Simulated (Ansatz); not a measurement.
# AlNi: a trigonal deformation path

The task, for AlNi: look for other minima along a trigonal path.

Computed with Ansatz 0.2.0 (DFT PBEsol, scalar-relativistic, plane waves, PAW, unless a step's input says otherwise).

## (1) The starting structure

The structure is cubic, space group Pm-3m (No. 221). Conventional cell: a = 2.881 Å, b = 2.881 Å, c = 2.881 Å, α = 90.00°, β = 90.00°, γ = 90.00°. Around Al (site symmetry m-3m) lie 8 Ni at 2.50 Å. Around Ni (site symmetry m-3m) lie 8 Al at 2.50 Å.

Coordinates:

```cif
data_structure
_symmetry_space_group_name_H-M 'P 1'
_symmetry_Int_Tables_number 1
_cell_length_a 2.8810
_cell_length_b 2.8810
_cell_length_c 2.8810
_cell_angle_alpha 90.000
_cell_angle_beta 90.000
_cell_angle_gamma 90.000
_cell_volume 23.91
loop_
_atom_site_label
_atom_site_type_symbol
_atom_site_fract_x
_atom_site_fract_y
_atom_site_fract_z
_atom_site_occupancy
Al1 Al 0.00000 0.00000 0.00000 1
Ni1 Ni 0.50000 0.50000 0.50000 1
```

No relaxation comes first: the listed cell is the starting point.

## (2) The undisturbed cell

input.yaml

```yaml
crystal:
  lattice:
    - [2.881, 0.0, 0.0]
    - [0.0, 2.881, 0.0]
    - [0.0, 0.0, 2.881]
  atoms:
    - { symbol: Al, position: [0.0, 0.0, 0.0] }
    - { symbol: Ni, position: [0.5, 0.5, 0.5] }
basis:
  ecutwfc: 420
kpoints:
  mp_grid: { grid: [18, 18, 18] }
hamiltonian:
  xc: pbesol
scf:
  occupations: { method: gaussian, width: 0.15 }
output:
  forces: true
  stress: true
  eigenvalues: true
```

The run is started by

```console
> ansatz run input.yaml --threads 1 --pin off --max-ram 1228MiB --backend cpu --events-out ev --progress --plain --runs-dir out
```

## (3) The scan: a trigonal deformation path

At fixed volume and fractional coordinates, lengths along (0.577, 0.577, 0.577) are scaled against those across it; ρ is that ratio over its starting value.

## (4) Point ρ = 0.500

input.yaml, as its differences from that of step 2:

```diff
@@ -2,5 +2,5 @@
   lattice:
-    - [2.881, 0.0, 0.0]
-    - [0.0, 2.881, 0.0]
-    - [0.0, 0.0, 2.881]
+    - [3.024860454, -0.6049720908, -0.6049720908]
+    - [-0.6049720908, 3.024860454, -0.6049720908]
+    - [-0.6049720908, -0.6049720908, 3.024860454]
   atoms:
```

## (5) At ρ = 2.000

input.yaml, as its differences from that of step 4:

```diff
@@ -2,5 +2,5 @@
   lattice:
-    - [3.024860454, -0.6049720908, -0.6049720908]
-    - [-0.6049720908, 3.024860454, -0.6049720908]
-    - [-0.6049720908, -0.6049720908, 3.024860454]
+    - [3.0488682871, 0.7622170718, 0.7622170718]
+    - [0.7622170718, 3.0488682871, 0.7622170718]
+    - [0.7622170718, 0.7622170718, 3.0488682871]
   atoms:
```

## (6) Point ρ = 0.710

input.yaml, as its differences from that of step 5:

```diff
@@ -2,5 +2,5 @@
   lattice:
-    - [3.0488682871, 0.7622170718, 0.7622170718]
-    - [0.7622170718, 3.0488682871, 0.7622170718]
-    - [0.7622170718, 0.7622170718, 3.0488682871]
+    - [2.9172378845, -0.3121767478, -0.3121767478]
+    - [-0.3121767478, 2.9172378845, -0.3121767478]
+    - [-0.3121767478, -0.3121767478, 2.9172378845]
   atoms:
```

## (7) Point ρ = 1.410

input.yaml, as its differences from that of step 6:

```diff
@@ -2,5 +2,5 @@
   lattice:
-    - [2.9172378845, -0.3121767478, -0.3121767478]
-    - [-0.3121767478, 2.9172378845, -0.3121767478]
-    - [-0.3121767478, -0.3121767478, 2.9172378845]
+    - [2.9203619301, 0.3511285605, 0.3511285605]
+    - [0.3511285605, 2.9203619301, 0.3511285605]
+    - [0.3511285605, 0.3511285605, 2.9203619301]
   atoms:
```

(Steps that only read results are left out.)

What does the calculation give? Wanted: highest point.

As calculated:

| quantity | value |
| --- | --- |
| highest point | 6003.8 meV/atom at ρ = 0.500 |

What this shows: The undisturbed cell stays the lowest of the sampled points. No sampled point inside the path is a dip, apart from those named. At ρ = 2.000 the cell takes another symmetry, Fm-3m, 795.2 meV/atom from the start at this fixed volume. Spin polarisation was off, and a magnetic state may lie lower.
